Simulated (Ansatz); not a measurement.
# CH6FGeNSi: a ladder of functionals and wavefunction methods

How much do the methods differ for CH6FGeNSi? The plan is to run it at one geometry with functionals of several rungs and with coupled cluster. The yardstick is the atomisation energy at the CCSD(T) limit.

Computed with Ansatz 0.2.0, Gaussian basis. Level: functionals in def2-TZVPP, the program's frozen cores in correlated methods.

Levels to be run: LDA (SPW92), PBE-D4, revPBE-D4, BLYP-D4, r2SCAN-D4, B97M-V, PBE0-D4, B3LYP-D4, r2SCANh-D4, r2SCAN0-D4, HSE06-D4, BHLYP-D4, CAM-B3LYP-D4, LC-ωPBE, ωB97X-V, ωB97M-V, B2PLYP, PBE-QIDH; CCSD(T)/def2-SVP; CCSD(T)/def2-TZVPP; MP2/def2-QZVPP; extrapolation to the limit; RPA on PBE.

## 1. The geometry

The geometry comes from an earlier relaxation with PBE0-D4 in a triple-zeta def2 set; it is a stationary point, not always the lowest conformer.

SMILES `N=C[SiH2][GeH2][F]`, 11 atoms, charge 0, spin multiplicity 1.

Atoms are counted from 1 here; the program's logs count them from 0.

Bond lengths: N1–C2 1.267 Å, N1–H6 1.023 Å, C2–Si3 1.900 Å, C2–H7 1.098 Å, Si3–Ge4 2.389 Å, Si3–H8 1.488 Å, Si3–H9 1.488 Å, Ge4–F5 1.761 Å, Ge4–H10 1.538 Å, Ge4–H11 1.538 Å. Angles: C2–N1–H6 112.5°, N1–C2–Si3 127.1°, N1–C2–H7 116.1°, Si3–C2–H7 116.8°, C2–Si3–Ge4 108.4°, C2–Si3–H8 110.6°, C2–Si3–H9 110.1°, Ge4–Si3–H8 109.7°, Ge4–Si3–H9 109.7°, H8–Si3–H9 108.3°, Si3–Ge4–F5 103.9°, Si3–Ge4–H10 116.2°, Si3–Ge4–H11 114.6°, F5–Ge4–H10 105.4°, F5–Ge4–H11 105.0°, H10–Ge4–H11 110.5°.

Geometry (Å):

```xyz
11
CH6FGeNSi
N    -1.6691    0.2724    1.4694
C    -0.4295    0.1764    1.7140
Si    0.9397   -0.3504    0.5070
Ge    0.2197    0.1490   -1.7154
F    -1.4889   -0.2757   -1.7110
H    -1.8951    0.0454    0.4982
H    -0.1207    0.4101    2.7415
H     2.2054    0.3763    0.7994
H     1.1986   -1.8097    0.6343
H     0.8483   -0.6939   -2.8375
H     0.2568    1.6431   -2.0791
```

## 2. LDA

This LDA is Slater exchange with PW92 correlation.

File in.yaml:

```yaml
crystal:
  periodic: [false, false, false]
  atoms:
    - {symbol: N, position_ang: [-1.669097, 0.272421, 1.469395]}
    - {symbol: C, position_ang: [-0.429515, 0.176368, 1.713957]}
    - {symbol: Si, position_ang: [0.939741, -0.350449, 0.506952]}
    - {symbol: Ge, position_ang: [0.219708, 0.149025, -1.715415]}
    - {symbol: F, position_ang: [-1.488915, -0.275689, -1.710962]}
    - {symbol: H, position_ang: [-1.895071, 0.045390, 0.498167]}
    - {symbol: H, position_ang: [-0.120667, 0.410094, 2.741451]}
    - {symbol: H, position_ang: [2.205371, 0.376315, 0.799355]}
    - {symbol: H, position_ang: [1.198626, -1.809707, 0.634276]}
    - {symbol: H, position_ang: [0.848293, -0.693880, -2.837504]}
    - {symbol: H, position_ang: [0.256825, 1.643111, -2.079070]}
basis:
  gaussian: {orbitals: def2-TZVPP}
hamiltonian: {xc: lda}
output: {orbitals: {seedname: orbitals}}
```

Command:

```sh
> ansatz run in.yaml --threads 4 --pin off --events-out ev --progress --plain --max-ram 10444MiB
```

Further steps of the session: PBE-D4 (GGA); revPBE-D4 (GGA); BLYP-D4 (GGA); r2SCAN-D4 (meta-GGA); B97M-V (meta-GGA); PBE0-D4 (hybrid); B3LYP-D4 (hybrid); r2SCANh-D4 (hybrid); r2SCAN0-D4 (hybrid); HSE06-D4 (hybrid); BHLYP-D4 (hybrid); CAM-B3LYP-D4 (range-separated); LC-ωPBE (range-separated); ωB97X-V (range-separated); ωB97M-V (range-separated); B2PLYP (double hybrid); PBE-QIDH (double hybrid); CCSD(T) in def2-SVP; CCSD(T) in def2-TZVPP; MP2 in def2-QZVPP; RPA on PBE orbitals.

Q: Predict the results of all the runs planned. Wanted: atomisation energy, CCSD(T)/CBS; farthest beyond LDA; mean size of error, GGA; mean size of error, meta-GGA; mean size of error, hybrid; mean size of error, range-separated; mean size of error, double hybrid; gap, smallest and largest; T1 diagnostic.

The runs gave:

| quantity | value |
| --- | --- |
| atomisation energy, CCSD(T)/CBS | 37.867 eV |
| functionals within 0.379 eV (1.0 %) | BLYP-D4, r2SCAN-D4, B97M-V, PBE0-D4, B3LYP-D4, HSE06-D4, CAM-B3LYP-D4, ωB97X-V, ωB97M-V |
| farthest beyond LDA | BHLYP-D4 (-1.263 eV) |
| mean size of error, GGA | 0.312 eV |
| mean size of error, meta-GGA | 0.128 eV |
| mean size of error, hybrid | 0.523 eV |
| mean size of error, range-separated | 0.196 eV |
| mean size of error, double hybrid | 0.563 eV |
| gap, smallest and largest | 3.45 eV (LDA (SPW92)), 11.12 eV (LC-ωPBE) |
| T1 diagnostic | 0.0130 |
| triples share of the correlation energy | 3.7 % |

LDA overbinds by 5.433 eV (14 %). PBE-D4 is off by +0.538 eV. Double hybrids carry the basis error of their MP2 part in triple zeta, and no dispersion term here, so their miss is partly the set-up's. The rungs meta-GGA, range-separated, GGA miss on average by less than the doubt on the reference (0.379 eV), so they tie. Misses under about 0.379 eV are within the doubt on the reference itself, which lacks core-valence correlation, relativity and higher excitations, and its outer-core shells are covered unevenly. Hartree-Fock recovers 70 % of the binding; the rest is correlation. CCSD(T) in def2-SVP is off by -2.603 eV, which most functionals beat. The gap grows from 3.4 to 11.1 eV across the functionals, mostly with the share of exact exchange. The restricted reference is unstable towards a spin-broken one. Correlated methods include outer-core shells of Ge, which these sets cover unevenly.
